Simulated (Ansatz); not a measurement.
**CH3AlBrCl: a ladder of functionals and wavefunction methods**

One table from this session's results is given with a row withheld; the runs are named, their logs left out.

The runs use Ansatz 0.2.0, Gaussian basis; functionals in def2-TZVPP, the program's frozen cores in correlated methods.

Levels to be run: LDA (SPW92), PBE-D4, revPBE-D4, BLYP-D4, r2SCAN-D4, B97M-V, PBE0-D4, B3LYP-D4, r2SCANh-D4, r2SCAN0-D4, HSE06-D4, BHLYP-D4, CAM-B3LYP-D4, LC-ωPBE, ωB97X-V, ωB97M-V, B2PLYP, PBE-QIDH; CCSD(T)/def2-SVP; CCSD(T)/def2-TZVPP; MP2/def2-QZVPP; extrapolation to the limit; RPA on PBE.

## The relaxed structure

The geometry comes from an earlier relaxation with PBE0-D4 in a triple-zeta def2 set; it is a stationary point, not always the lowest conformer.

SMILES `[CH3][Al]([Cl])[Br]`, 7 atoms, charge 0, spin multiplicity 1.

Atoms are counted from 1 here; the program's logs count them from 0.

Bond lengths: C1–Al2 1.929 Å, C1–H5 1.091 Å, C1–H6 1.094 Å, C1–H7 1.094 Å, Al2–Cl3 2.091 Å, Al2–Br4 2.249 Å. Angles: Al2–C1–H5 111.8°, Al2–C1–H6 110.3°, Al2–C1–H7 110.3°, H5–C1–H6 108.6°, H5–C1–H7 108.6°, H6–C1–H7 107.0°, C1–Al2–Cl3 121.0°, C1–Al2–Br4 122.4°, Cl3–Al2–Br4 116.6°.

Set-up of the first run:

The input, in.yaml:

```yaml
crystal:
  periodic: [false, false, false]
  atoms:
    - {symbol: C, position_ang: [-0.118365, 0.963102, -0.111566]}
    - {symbol: Al, position_ang: [0.144549, -0.936068, 0.103639]}
    - {symbol: Cl, position_ang: [1.744525, -1.681823, 1.224379]}
    - {symbol: Br, position_ang: [-1.230372, -2.456682, -0.821704]}
    - {symbol: H, position_ang: [-0.994353, 1.184303, -0.723468]}
    - {symbol: H, position_ang: [-0.243757, 1.441965, 0.863706]}
    - {symbol: H, position_ang: [0.759073, 1.417102, -0.580785]}
basis:
  gaussian: {orbitals: def2-TZVPP}
hamiltonian: {xc: lda}
output: {orbitals: {seedname: orbitals}}
```

Steps of the session up to this table: LDA; PBE-D4 (GGA); revPBE-D4 (GGA); BLYP-D4 (GGA); r2SCAN-D4 (meta-GGA); B97M-V (meta-GGA); PBE0-D4 (hybrid); B3LYP-D4 (hybrid); r2SCANh-D4 (hybrid); r2SCAN0-D4 (hybrid); HSE06-D4 (hybrid); BHLYP-D4 (hybrid); CAM-B3LYP-D4 (range-separated); LC-ωPBE-D4 (range-separated; the results give it without D4); ωB97X-V (range-separated); ωB97M-V (range-separated); B2PLYP (double hybrid); PBE-QIDH (double hybrid).

One table of the session follows, with a row left open; its other results are not shown here.

It belongs to the step «Orbital energies across the functionals». 

```
  functional  HOMO (eV)  gap (eV)
 LDA (SPW92)      -7.40      5.36
      PBE-D4      -7.24      5.47
   revPBE-D4      -7.19      5.53
     BLYP-D4      -7.06      5.42
   r2SCAN-D4      -7.58      6.12
      B97M-V      -7.63      6.09
     PBE0-D4      -8.53      7.52
    B3LYP-D4      -8.26      7.05
  r2SCANh-D4      -8.05      6.85
  r2SCAN0-D4      -8.75      7.92
    HSE06-D4      -8.13      6.75
    BHLYP-D4      -9.65      9.44
CAM-B3LYP-D4      -9.85      9.80
     LC-ωPBE          ?         ?
     ωB97X-V     -10.89     11.81
     ωB97M-V     -10.73     11.39
```

Q: Estimate the row for LC-ωPBE from the others.

As computed: HOMO (eV): -11.26; gap (eV): 12.30. In the column «HOMO (eV)» it is the lowest.
